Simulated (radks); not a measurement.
# Nd³⁺ in [Kr] 4d10 4f3 5s1.5 5p6 5d0.5: an all-electron calculation

Aim: the levels, the sizes of the orbitals and the parts of the energy of the neodymium ion Nd3+.

The numbers are computed with radks (a radial shooting solver on a logarithmic mesh, Libxc functionals) version 1 (scalar-relativistic Kohn-Sham, XLYP, spin-polarised, spherical densities, point nucleus; open shells are filled with parallel spins first), except any that are marked as measured or tabulated.

## 1. Starting point

```
element       : neodymium (Z = 60)
charge        : +3
electrons     : 57
configuration : [Kr] 4d10 4f3 5s1.5 5p6 5d0.5
```

## 2. Self-consistent calculation

The run's settings:

```text
Z 60
configuration [Kr] 4d10 4f3 5s1.5 5p6 5d0.5 6s0 6p0 5f0 6d0
relativity scalar-relativistic
functional xlyp
spin polarised
nucleus point
c 137.035999084
```

**Question.** What will this run give?

As calculated:

| quantity | value |
| --- | --- |
| total energy | -9623.3042 hartree |
| exchange-correlation share of it | 2.31 % |
| −T/E | 1.0644 |
| highest occupied level | 5d up, -25.320 eV |
| most extended occupied level | 5d up, <r> = 2.24 bohr |
| radius at density 0.001 e/bohr³ | 3.52 bohr |
| maxima of the radial density | 4 |

**Reading.** 5 principal shells are occupied and 4 maxima appear in the radial density; where shells overlap, one shows as a shoulder or not at all. −T/E is 1.064: with relativity the kinetic term as defined here no longer equals −E. This is not the tabulated ground configuration, so its levels and sizes aren't those of the ground state, and no measured value stands beside it.
